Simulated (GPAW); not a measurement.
# A workflow on GeF2 (SMILES [F][Ge][F])

We compute a structure relaxation (RPBE-D4/plane waves), then the harmonic vibrations (RPBE-D4/plane waves) of GeF2. 

The calculation is run with GPAW 26.7.0.

9 further runs of the same task are left out: 2 for a known fault of the program, 2 that didn't finish, 5 set aside as unsound or not needed.

## (1) Starting point

GeF2 has 3 atoms, charge 0, and is taken as a singlet. SMILES: `[F][Ge][F]`. The shape is that of a PBE0-D4/def2-TZVP optimisation. The run starts from this shape.

Bond lengths: F1–Ge2 1.745 Å, Ge2–F3 1.745 Å. Angles: F1–Ge2–F3 97.2°.

## (2) A structure relaxation at RPBE-D4/plane waves (scalar-relativistic datasets, plane-wave cutoff 450 eV) (run 1)

gs.xyz

```xyz
3

F     -0.675900    -1.101800    -0.497500
Ge     0.637500    -0.295200     0.320200
F      0.027600     1.332100     0.164100
```

gs.py

```python
from ase.calculators.mixing import SumCalculator
from ase.io import read, write
from ase.optimize.sciopt import SciPyFminCG
from dftd4.ase import DFTD4
from gpaw import GPAW, PW

mol = read("gs.xyz")
mol.set_cell([13.0, 13.0, 13.0])
mol.center()

dft = GPAW(mode=PW(450), xc="RPBE", maxiter=120, txt="gs.txt")
mol.calc = SumCalculator([DFTD4(method="RPBE"), dft])

opt = SciPyFminCG(mol, trajectory="gs.traj")
converged = opt.run(fmax=0.05, steps=100)
print("Converged:", converged)
print(f"Final energy: {mol.get_potential_energy():.5f} eV")
print(f"r(Ge1-F0) = {mol.get_distance(1, 0):.4f} Ang")
print(f"r(F2-Ge1): {mol.get_distance(2, 1):.4f} Ang")
write("relaxed.xyz", mol)
```

Run with:

```sh
$ OMP_NUM_THREADS=1 python gs.py
```

The log of the run:

```text
Step     Time          Energy          fmax
SciPyFminCG:    0 hh:mm:ss      -12.537525        1.698930
SciPyFminCG:    1 hh:mm:ss      -12.591905        0.329219
SciPyFminCG:    2 hh:mm:ss      -12.594806        0.165353
SciPyFminCG:    3 hh:mm:ss      -12.595702        0.192814
SciPyFminCG:    4 hh:mm:ss      -12.597325        0.157200
SciPyFminCG:    5 hh:mm:ss      -12.597970        0.065617
SciPyFminCG:    6 hh:mm:ss      -12.600086        0.083641
SciPyFminCG:    7 hh:mm:ss      -12.600206        0.057265
SciPyFminCG:    8 hh:mm:ss      -12.600669        0.043741
Converged: True
Final energy: -12.60067 eV
r(Ge1-F0) = 1.7918 Ang
r(F2-Ge1): 1.7904 Ang
```

gs.txt:

```text
__  _  _
 | _ |_)|_||  |
 |__||  | ||/\| - 26.7.0

units:  Angstrom and eV
cores:  1
OpenMP: False

Versions:
  Python: 3.12.14
  ASE:    3.29.0
  Numpy:  2.5.5
  Scipy:  1.18.1
  Libxc:  7.0.0

        _gpaw.cpython-312-aarch64-linux-gnu.so

Input parameters:
  mode=PW(ecut=450.00000000000006),
  maxiter=120,
  xc=XC(name='RPBE')

Diagonalizing LCAO Hamiltonian
Converting LCAO to pw mode
         .-------------------------------.
        /|                               |
       / |                               |
      /  |                               |
     /   |                               |
    /    |                               |
   /     |                               |
  /      |                               |
 *       |                               |
 |       |                               |
 |       |                               |
 |       |            F                  |
 |       |            Ge                 |
 |       |         F                     |
 |       |                               |
 |       |                               |
[... 120 lines left out ...]
Reference energy: -62536.502450  # eV
[... 16 lines left out ...]
  Fourier metric: weight=20.0, sigma=0.015
[... 13 lines left out ...]
- Maximum [total energy] change in last 3 cyles: 0.0005 eV / valence electron
[... 26 lines left out ...]
  Free energy:     -12.387806
[... 57 lines left out ...]
convergence criteria:
[... 14 lines left out ...]
Converged in 8 steps
[... 15 lines left out ...]
dipole moment: (0.481616, -0.171579, 0.270160)  # |e|*Ang
[... 68 lines left out ...]
- Maximum [total energy] change in last 3 cyles: 0.0005 eV / valence electron
[... 15 lines left out ...]
Converged in 7 steps
SCF loop duration: 4.973 s (0.710 s/step)
Energy contributions relative to reference atoms: (reference = -62536.502450)

Energy contributions:
  Kinetic:          13.563404
  Coulomb:         -14.677133
  Zero:              0.499063
  External:          0.000000
  Xc:              -11.838480
  Entropy:           0.000000
  Spinorbit:         0.000000
  ----------------------------
  Free energy:     -12.453147
  Extrapolated:    -12.453147

dipole moment: (0.487414, -0.183695, 0.268068)  # |e|*Ang

Fermi level: -5.536
Eigenvalues  # (at kpt = [0.000, 0.000, 0.000])
| band index |      eig [eV] | occ [0-2] |
|------------|---------------|-----------|
|          0 |       -28.769 |     2.000 |
|          1 |       -28.346 |     2.000 |
|          2 |       -13.446 |     2.000 |
[... 8 lines of this table left out ...]
|         11 |        -0.606 |     0.000 |

Gap: 4.358 eV
Transition (v -> c):
  (s=0, k=0, n=8, [0.00, 0.00, 0.00]) -> (s=0, k=0, n=9, [0.00, 0.00, 0.00])
No difference between direct/indirect transitions
vacuum-level: 0.174  # V

Forces  # eV/Ang
|        x |        y |       z |
|----------|----------|---------|
| -0.01096 | -0.03047 | 0.00265 |  # F    0
|  0.01815 | -0.03007 | 0.01518 |  # Ge   1
|  0.01160 |  0.06910 | 0.00749 |  # F    2

Force computation time: 0.375  # s

timing:  # [seconds]
  Total:  113.299  # ━━━━━━━━━━━━━━━━━━━━━━━━━━━━━━━━━━━━━━━━━━━━━━━━━━━━━━━━
  Init:     0.957  # ╸
  SCF:     93.728  # ━━━━━━━━━━━━━━━━━━━━━━━━━━━━━━━━━━━━━━━━━━━━━━╸
  Forces:   7.384  # ━━━╸
  Move:    10.615  # ━━━━━
```

Wall time 1.9 min (1 thread of Arm Neoverse V2, shared host); peak memory 0.6 GiB.

Steps, from the record of the run:

| step | energy from the first frame kept (eV) | largest force (eV/Å) |
| --- | --- | --- |
| 0 | 0.0000 | 1.6989 |
| 1 | -0.0544 | 0.3292 |
| 2 | -0.0573 | 0.1654 |
| 3 | -0.0582 | 0.1928 |
| 4 | -0.0598 | 0.1572 |
| 5 | -0.0604 | 0.0656 |
| 6 | -0.0626 | 0.0836 |
| 7 | -0.0627 | 0.0573 |
| 8 | -0.0631 | 0.0437 |

After the run. Bond lengths: F1–Ge2 1.792 Å, Ge2–F3 1.790 Å. Angles: F1–Ge2–F3 97.4°.

## (3) The harmonic vibrations at RPBE-D4/plane waves (scalar-relativistic datasets, plane-wave cutoff 450 eV, shape nonlinear) (run 2)

relaxed.xyz

```xyz
3
Lattice="13.0 0.0 0.0 0.0 13.0 0.0 0.0 0.0 13.0" Properties=species:S:1:pos:R:3:forces:R:3 energy=-12.600669235922233 pbc="F F F"
F        5.87765781       5.21666470       6.06906283      -0.00145437      -0.00668360       0.01084992
Ge       7.16666546       6.11644608       6.92902157       0.01120382      -0.02744112       0.01134909
F        6.48919584       7.75858319       6.70556589       0.00903770       0.04268319       0.00311898
```

run.py

```python
from ase.calculators.mixing import SumCalculator
from ase.io import read
from ase.thermochemistry import IdealGasThermo
from ase.vibrations import Vibrations
from dftd4.ase import DFTD4
from gpaw import GPAW, PW

# Geometry
molecule = read('relaxed.xyz')

# DFT calculator
calc = GPAW(mode={'name': 'pw', 'ecut': 450},
            maxiter=120,
            xc='RPBE',
            convergence={'density': 1e-05},
            symmetry='off',
            txt='F2Ge.txt')
molecule.calc = SumCalculator([DFTD4(method='RPBE'), calc])

energy = molecule.get_potential_energy()
vib = Vibrations(molecule, delta=0.01, nfree=4)
vib.run()
vib.summary()
freqs = vib.get_frequencies()
zpe = vib.get_zero_point_energy()

thermo = IdealGasThermo(vib_energies=vib.get_energies(), potentialenergy=energy, atoms=molecule, geometry='nonlinear',
                        symmetrynumber=2, spin=0.0, ignore_imag_modes=True)
H = thermo.get_enthalpy(298.15, verbose=False)
S = thermo.get_entropy(298.15, 100000.0, verbose=False)
G = thermo.get_gibbs_energy(temperature=298.15, pressure=100000.0)
```

Run with:

```sh
$ OMP_NUM_THREADS=1 python run.py
```

The log of the run:

```text
---------------------
  #    meV     cm^-1
---------------------
  0    1.4i     11.0i
  1    0.9i      7.4i
  2    9.5      76.8
  3   16.3     131.7
  4   17.1     138.0
  5   17.4     140.3
  6   33.7     272.2
  7   78.5     633.1
  8   82.2     662.9
---------------------
Zero-point energy: 0.127 eV
Enthalpy components at T = 298.15 K:
===============================
Enthalpy components at T = 298.15 K:
===============================
E_pot                -12.601 eV
E_ZPE                  0.097 eV
Cv_trans (0->T)        0.039 eV
Cv_rot (0->T)          0.039 eV
Cv_vib (0->T)          0.020 eV
-------------------------------
U                    -12.407 eV
===============================
(C_v -> C_p)           0.026 eV
-------------------------------
H                    -12.381 eV
===============================

Entropy components at T = 298.15 K and P = 100000.0 Pa:
=================================================
{"":15s}{"S":13s}     {"T*S:13s}
S_trans (1 bar)    0.0017365 eV/K        0.518 eV
S_rot              0.0009785 eV/K        0.292 eV
S_elec             0.0000000 eV/K        0.000 eV
S_vib              0.0001011 eV/K        0.030 eV
S (1 bar -> P)    -0.0000000 eV/K       -0.000 eV
-------------------------------------------------
S                  0.0028161 eV/K        0.840 eV
=================================================

Free energy components at T = 298.15 K and P = 100000.0 Pa:
=======================
    H        -12.381 eV
 -T*S         -0.840 eV
-----------------------
    G        -13.221 eV
=======================
```

F2Ge.txt:

```text
__  _  _
 | _ |_)|_||  |
 |__||  | ||/\| - 26.7.0

units:  Angstrom and eV
cores:  1
OpenMP: False

Versions:
  Python: 3.12.14
  ASE:    3.29.0
  Numpy:  2.5.5
  Scipy:  1.18.1
  Libxc:  7.0.0

        _gpaw.cpython-312-aarch64-linux-gnu.so

Input parameters:
  mode=PW(ecut=450),
  convergence={'density': 1e-05},
  maxiter=120,
  symmetry=Symmetry(point_group=False, time_reversal=False),
  xc=XC(name='RPBE')

Diagonalizing LCAO Hamiltonian
Converting LCAO to pw mode
         .-------------------------------.
        /|                               |
       / |                               |
      /  |                               |
     /   |                               |
    /    |                               |
   /     |                               |
  /      |                               |
 *       |                               |
 |       |                               |
 |       |                               |
 |       |            F                  |
 |       |            Ge                 |
 |       |         F                     |
[... 122 lines left out ...]
Reference energy: -62536.502450  # eV
[... 16 lines left out ...]
  Fourier metric: weight=20.0, sigma=0.015
[... 14 lines left out ...]
- Maximum [total energy] change in last 3 cyles: 0.0005 eV / valence electron
[... 25 lines left out ...]
  Free energy:     -12.453147
[... 48 lines left out ...]
convergence criteria:
[... 14 lines left out ...]
Converged in 9 steps
[... 15 lines left out ...]
dipole moment: (0.487254, -0.181771, 0.265933)  # |e|*Ang
[... 69 lines left out ...]
- Maximum [total energy] change in last 3 cyles: 0.0005 eV / valence electron
[... 12 lines left out ...]
Converged in 8 steps
SCF loop duration: 5.382 s (0.673 s/step)
Energy contributions relative to reference atoms: (reference = -62536.502450)

Energy contributions:
  Kinetic:          13.731279
  Coulomb:         -14.822391
  Zero:              0.500173
  External:          0.000000
  Xc:              -11.861933
  Entropy:           0.000000
  Spinorbit:         0.000000
  ----------------------------
  Free energy:     -12.452873
  Extrapolated:    -12.452873

dipole moment: (0.486343, -0.180473, 0.263138)  # |e|*Ang

Fermi level: -5.528
Eigenvalues  # (at kpt = [0.000, 0.000, 0.000])
| band index |      eig [eV] | occ [0-2] |
|------------|---------------|-----------|
|          0 |       -28.780 |     2.000 |
|          1 |       -28.358 |     2.000 |
|          2 |       -13.450 |     2.000 |
[... 8 lines of this table left out ...]
|         11 |        -0.607 |     0.000 |

Gap: 4.355 eV
Transition (v -> c):
  (s=0, k=0, n=8, [0.00, 0.00, 0.00]) -> (s=0, k=0, n=9, [0.00, 0.00, 0.00])
No difference between direct/indirect transitions
vacuum-level: 0.174  # V

Forces  # eV/Ang
|        x |        y |        z |
|----------|----------|----------|
| -0.02133 | -0.01516 | -0.00180 |  # F    0
|  0.06179 | -0.08602 |  0.03260 |  # Ge   1
| -0.02250 |  0.11401 | -0.03509 |  # F    2

Force computation time: 0.317  # s

timing:  # [seconds]
  Total:  275.274  # ━━━━━━━━━━━━━━━━━━━━━━━━━━━━━━━━━━━━━━━━━━━━━━━━━━━━━━━━
  Init:     0.865  #
  SCF:    239.835  # ━━━━━━━━━━━━━━━━━━━━━━━━━━━━━━━━━━━━━━━━━━━━━━━━━
  Forces:  12.791  # ━━╸
  Move:    20.682  # ━━━━
```

Run time: 4.6 min. Hardware: 1 thread of Arm Neoverse V2, shared host; peak memory 0.66 GiB.

## (4) What came out

```
                                                                                           quantity             value
                 run 1, RPBE-D4/plane waves: energy as printed (from the program's reference atoms)       -12.6007 eV
                                                          run 1, RPBE-D4/plane waves: dipole moment            2.81 D
                                    run 1, RPBE-D4/plane waves: HOMO energy (from the vacuum level)          -7.89 eV
                                    run 1, RPBE-D4/plane waves: LUMO energy (from the vacuum level)          -3.53 eV
                                                          run 1, RPBE-D4/plane waves: HOMO–LUMO gap           4.36 eV
                                                      run 1, RPBE-D4/plane waves: dispersion energy     -14.23 kJ/mol
                                             run 2, RPBE-D4/plane waves: lowest harmonic wavenumber          272 cm⁻¹
                                            run 2, RPBE-D4/plane waves: highest harmonic wavenumber          663 cm⁻¹
                                                      run 2, RPBE-D4/plane waves: zero-point energy        9.4 kJ/mol
run 2, RPBE-D4/plane waves: ideal-gas entropy at 298.15 K and 100000 Pa (symmetry number 2 as used)  64.9 cal/(mol K)
```

What this shows: The optimisation (run 1, RPBE-D4/plane waves) took 8 steps and changed the energy by -0.063 eV. All 3 modes (run 2, RPBE-D4/plane waves) are real, so the shape is a minimum at this level.
